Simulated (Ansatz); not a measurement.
# C5H15ClGeOSi: a ladder of functionals and wavefunction methods

One table from this session's results is given with a row withheld; the runs are named, their logs left out.

The runs use Ansatz 0.2.0, Gaussian basis; functionals in def2-TZVPP, the program's frozen cores in correlated methods.

Plan: LDA (SPW92), PBE-D4, revPBE-D4, BLYP-D4, r2SCAN-D4, B97M-V, PBE0-D4, B3LYP-D4, r2SCANh-D4, r2SCAN0-D4, HSE06-D4, BHLYP-D4, CAM-B3LYP-D4, LC-ωPBE, ωB97X-V, ωB97M-V, B2PLYP, PBE-QIDH; CCSD(T)/def2-SVP; CCSD(T)/def2-TZVPP; MP2/def2-QZVPP; extrapolation to the limit; RPA on PBE.

**The geometry**

An earlier PBE0-D4 in a triple-zeta def2 set relaxation fixed the geometry.

SMILES `C[Si](C)(C)[O][Ge]([CH3])([CH3])[Cl]`, 24 atoms, charge 0, spin multiplicity 1.

Atoms are counted from 1 here; the program's logs count them from 0.

Bond lengths: C1–Si2 1.864 Å, C1–H10 1.093 Å, C1–H11 1.093 Å, C1–H12 1.094 Å, Si2–C3 1.871 Å, Si2–C4 1.868 Å, Si2–O5 1.651 Å, C3–H13 1.093 Å, C3–H14 1.094 Å, C3–H15 1.093 Å, C4–H16 1.094 Å, C4–H17 1.093 Å, C4–H18 1.093 Å, O5–Ge6 1.758 Å, Ge6–C7 1.931 Å, Ge6–C8 1.938 Å, Ge6–Cl9 2.173 Å, C7–H19 1.090 Å and more. Angles: Si2–C1–H10 110.9°, Si2–C1–H11 110.7°, Si2–C1–H12 111.2°, H10–C1–H11 107.9°, H10–C1–H12 108.0°, H11–C1–H12 108.0°, C1–Si2–C3 110.3°, C1–Si2–C4 110.6°, C1–Si2–O5 106.6°, C3–Si2–C4 109.7°, C3–Si2–O5 108.9°, C4–Si2–O5 110.5°, Si2–C3–H13 110.9°, Si2–C3–H14 111.0°, Si2–C3–H15 111.4°, H13–C3–H14 107.8°, H13–C3–H15 107.9°, H14–C3–H15 107.6° and more.

The first run:

File in.yaml:

```yaml
crystal:
  periodic: [false, false, false]
  atoms:
    - {symbol: C, position_ang: [-2.702721, -0.829901, 0.932576]}
    - {symbol: Si, position_ang: [-0.941552, -0.919363, 0.328512]}
    - {symbol: C, position_ang: [0.134182, -1.785366, 1.590283]}
    - {symbol: C, position_ang: [-0.850292, -1.821853, -1.304100]}
    - {symbol: O, position_ang: [-0.420698, 0.637895, 0.159195]}
    - {symbol: Ge, position_ang: [0.859420, 1.489158, -0.693951]}
    - {symbol: C, position_ang: [0.762359, 3.339511, -0.149136]}
    - {symbol: C, position_ang: [2.555711, 0.580085, -0.462059]}
    - {symbol: Cl, position_ang: [0.385068, 1.399518, -2.812835]}
    - {symbol: H, position_ang: [-2.763130, -0.280765, 1.875633]}
    - {symbol: H, position_ang: [-3.336118, -0.317507, 0.204128]}
    - {symbol: H, position_ang: [-3.115548, -1.829146, 1.096363]}
    - {symbol: H, position_ang: [0.123855, -1.252131, 2.544531]}
    - {symbol: H, position_ang: [-0.218104, -2.804580, 1.772580]}
    - {symbol: H, position_ang: [1.172062, -1.850357, 1.252242]}
    - {symbol: H, position_ang: [-1.225338, -2.844131, -1.199017]}
    - {symbol: H, position_ang: [0.175464, -1.882239, -1.678111]}
    - {symbol: H, position_ang: [-1.447831, -1.316736, -2.066594]}
    - {symbol: H, position_ang: [-0.244007, 3.712933, -0.337571]}
    - {symbol: H, position_ang: [0.979947, 3.421774, 0.916891]}
    - {symbol: H, position_ang: [1.478178, 3.938867, -0.712046]}
    - {symbol: H, position_ang: [2.807183, 0.529639, 0.598658]}
    - {symbol: H, position_ang: [3.342787, 1.116293, -0.993319]}
    - {symbol: H, position_ang: [2.489122, -0.431598, -0.862873]}
basis:
  gaussian: {orbitals: def2-TZVPP}
hamiltonian: {xc: lda}
output: {orbitals: {seedname: orbitals}}
```

Among the steps run: LDA; PBE-D4 (GGA); revPBE-D4 (GGA); BLYP-D4 (GGA); r2SCAN-D4 (meta-GGA); B97M-V (meta-GGA); PBE0-D4 (hybrid); B3LYP-D4 (hybrid); r2SCANh-D4 (hybrid); r2SCAN0-D4 (hybrid); HSE06-D4 (hybrid); BHLYP-D4 (hybrid); CAM-B3LYP-D4 (range-separated); LC-ωPBE (range-separated); ωB97X-V (range-separated); ωB97M-V (range-separated); B2PLYP (double hybrid); PBE-QIDH (double hybrid).

One of the session's tables, all rows but one given; the rest of the session is left out.

It belongs to the step «Orbital energies across the functionals». 

```
  functional  HOMO (eV)  LUMO (eV)  gap (eV)
 LDA (SPW92)      -6.68      -0.56      6.12
      PBE-D4      -6.54      -0.33      6.21
   revPBE-D4      -6.49      -0.23      6.26
     BLYP-D4      -6.44      -0.31      6.13
   r2SCAN-D4      -6.86       0.12      6.98
      B97M-V          ?          ?         ?
     PBE0-D4      -7.92       0.56      8.48
    B3LYP-D4      -7.71       0.23      7.94
  r2SCANh-D4      -7.37       0.46      7.82
  r2SCAN0-D4      -8.13       0.92      9.05
    HSE06-D4      -7.52       0.19      7.71
    BHLYP-D4      -9.22       1.21     10.42
CAM-B3LYP-D4      -9.32       1.36     10.67
     LC-ωPBE     -10.64       2.68     13.31
     ωB97X-V     -10.31       2.40     12.72
     ωB97M-V     -10.19       2.00     12.19
```

Q: Estimate the row for B97M-V from the others.

**Answer.** HOMO (eV): -6.95; LUMO (eV): -0.14; gap (eV): 6.81. In the column «HOMO (eV)» it lies between r2SCANh-D4 (-7.37) and r2SCAN-D4 (-6.86).
